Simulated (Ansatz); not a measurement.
# GeNH3: ionisation energy by level of theory

The task here is to estimate one member of a computed series from the others.

The runs use Ansatz 0.2.0, Gaussian basis; unrestricted cation, the program's frozen cores in correlated methods.

Plan: UKS PBE-D4/def2-TZVPP; UKS r2SCAN-D4/def2-TZVPP; UKS PBE0-D4/def2-TZVPP; UKS B3LYP-D4/def2-TZVPP; UKS wB97X-V/def2-TZVPP; UKS wB97M-V/def2-TZVPP; UKS B2PLYP/def2-TZVPP; UHF-CCSD(T)/def2-TZVPP; UHF-MP2/def2-QZVPP; extrapolation to the limit; then −ε(HOMO) from the neutral's earlier runs with LDA (SPW92), PBE-D4, revPBE-D4, BLYP-D4, r2SCAN-D4, B97M-V, PBE0-D4, B3LYP-D4, r2SCANh-D4, r2SCAN0-D4, HSE06-D4, BHLYP-D4, CAM-B3LYP-D4, LC-ωPBE, ωB97X-V, ωB97M-V.

**The relaxed structure**

All runs share one geometry, relaxed beforehand with PBE0-D4 in a triple-zeta def2 set.

SMILES `[NH2][GeH]`, 5 atoms, charge 0, spin multiplicity 1.

Atoms are counted from 1 here; the program's logs count them from 0.

Bond lengths: N1–Ge2 1.816 Å, N1–H3 1.008 Å, N1–H4 1.007 Å, Ge2–H5 1.602 Å. Angles: Ge2–N1–H3 121.9°, Ge2–N1–H4 125.7°, H3–N1–H4 112.5°, N1–Ge2–H5 92.6°.

Set-up of the first run:

in.yaml reads:

```yaml
crystal:
  periodic: [false, false, false]
  atoms:
    - {symbol: N, position_ang: [-0.084089, -0.602177, 0.097355]}
    - {symbol: Ge, position_ang: [0.988791, 0.853448, 0.259794]}
    - {symbol: H, position_ang: [0.180576, -1.502013, 0.465328]}
    - {symbol: H, position_ang: [-0.985014, -0.620128, -0.352479]}
    - {symbol: H, position_ang: [-0.050264, 1.797170, -0.511298]}
basis:
  gaussian: {orbitals: def2-TZVPP}
total_charge: 1
magnetization: {spin_polarized: true, initial_magnetization: 1}
hamiltonian: {xc: pbe, dispersion: d4}
```

Among the steps run: Cation, UKS PBE-D4/def2-TZVPP; Cation, UKS r2SCAN-D4/def2-TZVPP; Cation, UKS PBE0-D4/def2-TZVPP; Cation, UKS B3LYP-D4/def2-TZVPP; Cation, UKS wB97X-V/def2-TZVPP; Cation, UKS wB97M-V/def2-TZVPP; Cation, UKS B2PLYP (frozen core)/def2-TZVPP; Cation, UHF-CCSD(T)/def2-TZVPP; Cation, UHF-MP2/def2-QZVPP.

One table of the session follows, with a row left open; its other results are not shown here.

It belongs to the step «Ionisation energies side by side». For comparison, −ε(HOMO) of the neutral from earlier runs:

| functional | −ε(HOMO) (eV) |
| --- | --- |
| LDA (SPW92) | 5.56 |
| PBE-D4 | 5.47 |
| revPBE-D4 | ? |
| BLYP-D4 | 5.37 |
| r2SCAN-D4 | 5.74 |
| B97M-V | 5.73 |
| PBE0-D4 | 6.55 |
| B3LYP-D4 | 6.39 |
| r2SCANh-D4 | 6.13 |
| r2SCAN0-D4 | 6.72 |
| HSE06-D4 | 6.15 |
| BHLYP-D4 | 7.53 |
| CAM-B3LYP-D4 | 7.86 |
| LC-ωPBE | 9.15 |
| ωB97X-V | 8.82 |
| ωB97M-V | 8.70 |

**Question.** Estimate the row for revPBE-D4.

**Answer.** −ε(HOMO) (eV): 5.43. In the column «−ε(HOMO) (eV)» it lies between BLYP-D4 (5.37) and PBE-D4 (5.47).
